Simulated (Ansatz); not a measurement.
# AlGeF (triplet): the correlation ladder at distance Al2–Ge3 = 3.318 Å, cc-pVDZ

How much of the correlation energy of AlGeF (triplet) does each wave-function method recover here?

Method: cc-pVDZ, core rule «outside noble gas», up to 20 orbitals frozen; program: Ansatz 0.2.0, Gaussian basis.

To be run: UHF; CCSD(T) on ROHF; CCSD(T) on UHF; BCCD(T) on ROHF; CISD; CCSDT(Q) on ROHF; CCSDT(Q) on UHF; CASSCF and MRCISD+Q, 4 electrons in 4 orbitals; CASSCF and NEVPT2, 4 electrons in 4 orbitals.

36 further runs of the same task are left out: 11 for a known fault of the program, 18 that didn't finish, 7 set aside as unsound or not needed.

### 1 The geometry

The geometry derives from a PBE0/def2-TZVP stationary point (not a proven minimum). One bond is set to the value named and the two fragments are kept rigid. No spin-orbit coupling is included. The filled d shell of Ge may be among the frozen orbitals whatever the setting's name suggests; the logs give the count.

3 atoms, charge 0, spin multiplicity 3.

Atoms are counted from 1 here; the program's logs count them from 0.

Bond lengths: F1–Al2 1.648 Å.

### 2 UHF

in.yaml reads:

```yaml
crystal:
  periodic: [false, false, false]
  atoms:
    - {symbol: F, position_ang: [0.000000, 0.000000, -2.204800]}
    - {symbol: Al, position_ang: [0.000000, 0.000000, -0.556600]}
    - {symbol: Ge, position_ang: [0.000000, 0.000000, 2.761400]}
basis:
  gaussian: {orbitals: cc-pVDZ}
magnetization: {spin_polarized: true, initial_magnetization: 2}
hamiltonian: {xc: hf}
output: {orbitals: {seedname: orbitals}}
```

The run is started by

```sh
$ ansatz run in.yaml --threads 1 --pin off --events-out ev --progress --plain --max-ram 2393MiB
```

After this run come: CCSD(T) on ROHF; CCSD(T) on UHF; BCCD(T) on ROHF; CISD; CCSDT(Q) on ROHF; CCSDT(Q) on UHF; CASSCF and MRCISD+Q, 4 electrons in 4 orbitals; CASSCF and NEVPT2, 4 electrons in 4 orbitals.

Before running them: what should the planned runs give, taken together? Wanted: UCCSDT(Q) below the RHF energy; RMP2 from UCCSDT(Q); UMP2 from UCCSDT(Q); RCCSD from UCCSDT(Q); RCCSD(T) from UCCSDT(Q); UCCSD(T) from UCCSDT(Q); RCCSDT(Q) from UCCSDT(Q); MRCISD+Q pair from UCCSDT(Q); T1 diagnostic.

As calculated:

| quantity | value |
| --- | --- |
| UCCSDT(Q) below the RHF energy | -8.6778 eV |
| RMP2 from UCCSDT(Q) | +946.0 meV |
| UMP2 from UCCSDT(Q) | +936.4 meV |
| RCCSD from UCCSDT(Q) | +223.2 meV |
| RCCSD(T) from UCCSDT(Q) | +54.7 meV |
| UCCSD(T) from UCCSDT(Q) | +46.4 meV |
| RCCSDT(Q) from UCCSDT(Q) | +10.9 meV |
| MRCISD+Q pair from UCCSDT(Q) | +175.5 meV |
| levels within 1 kcal/mol (43 meV) | RCCSDT, UCCSDT, RCCSDT(Q) |
| T1 diagnostic | 0.021 |

RCCSD(T) misses by +54.7 meV, 0.6 % of the correlation energy. These misses are within one basis, not against nature; the frozen cores of restricted and unrestricted runs differ, which can shift their rows.
